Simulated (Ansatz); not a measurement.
**C3H6Si: rigid torsion scan from a Python script**

The task is a rigid torsion scan, for C3H6Si.

All numbers are computed with the Python package of Ansatz 0.2.0. Level of theory: r2SCAN/def2-SVP.

**1. Starting point**

Bond lengths: Si1–C2 1.645 Å, C2–C3 1.285 Å, C2–C4 1.492 Å, C3–C4 1.496 Å, Si1–H5 1.519 Å, Si1–H6 1.539 Å, Si1–H7 1.506 Å, C3–H8 1.039 Å, C4–H9 1.142 Å, C4–H10 1.003 Å. Angles (14 of 18 angles, heavy atoms first): Si1–C2–C3 152.0°, Si1–C2–C4 143.3°, C3–C2–C4 64.7°, C2–C3–C4 64.4°, C2–C4–C3 50.9°, C2–Si1–H5 114.1°, C2–Si1–H6 113.0°, C2–Si1–H7 114.1°, C2–C3–H8 153.2°, C4–C3–H8 142.0°, C2–C4–H9 112.9°, C2–C4–H10 120.0°, C3–C4–H9 113.1°, C3–C4–H10 120.4°.

The script holds or builds the structure itself.

**2. The script**

The input, c3h6si.py:

```python
'''Rigid torsion scan of C3H6Si.'''

import ansatz as az
from ase import Atoms

atoms = Atoms(['Si', 'C', 'C', 'C', 'H', 'H', 'H', 'H', 'H', 'H'], positions=[
    (-0.8711, 0.8864, -0.8361),
    (0.0017, -0.2218, 0.0094),
    (0.3072, -1.4322, 0.3132),
    (1.1311, -0.3717, 0.973),
    (-1.9058, 0.2805, -1.7681),
    (-1.6769, 1.8353, 0.069),
    (-0.0356, 1.8082, -1.6839),
    (0.2375, -2.4626, 0.1995),
    (0.8228, -0.1733, 2.0545),
    (2.0722, -0.2, 0.6725),
])

# relax first, so that the scan starts from a minimum
first = (
    az.Crystal.molecule_from_ase(atoms).calculation()
    .basis(gaussian='def2-SVP')
    .functional('r2SCAN')
    .relax(force_tolerance=0.02, max_steps=80)  # relax until the tolerances are met
)
atoms.positions = first.run(threads=1).report['positions_ang']

start = atoms.get_dihedral(2, 1, 0, 4)
energies = {}
for turn in range(0, 121, 20):
    turned = atoms.copy()
    turned.set_dihedral(2, 1, 0, 4, start + turn, indices=[0, 4, 5, 6])
    job = az.Crystal.molecule_from_ase(turned).calculation().basis(gaussian='def2-SVP').functional('r2SCAN')
    energies[round((start + turn) % 360)] = job.run(threads=1).report['free_energy_ev']
floor = min(energies.values())
print('dihedral C2-C1-Si0-H4 (deg)   E - E(min) (kJ/mol)')
for angle, e in sorted(energies.items()):
    print(f'{angle:8d} {96.485332 * (e - floor):14.3f}  ' + '#' * int(30 * (e - floor) / max(max(energies.values()) - floor, 1e-9)))
```

**3. The run**

On the command line:

```
$ python c3h6si.py
```

Q: Predict the main results. Wanted: range of energy; lowest point, turn.

As calculated:

```
              quantity     value
         runs compared         7
       range of energy  0.047 eV
lowest point, turn (°)         0
```

What this shows: The lowest point lies at a turn of 0°, the highest 0.047 eV (4.5 kJ/mol) above it at 60°. The grid can miss the true lowest and highest points, and the rest of the molecule is held rigid. Run 0: After 7 moves the largest shift is 0.177 Å, of atom 1 (Si). The scan is rigid and the energies are electronic, in a modest basis. With rigid groups the curve can differ much from the relaxed path, the start wasn't checked as a minimum of this torsion, and equivalent turns needn't return to the same energy.
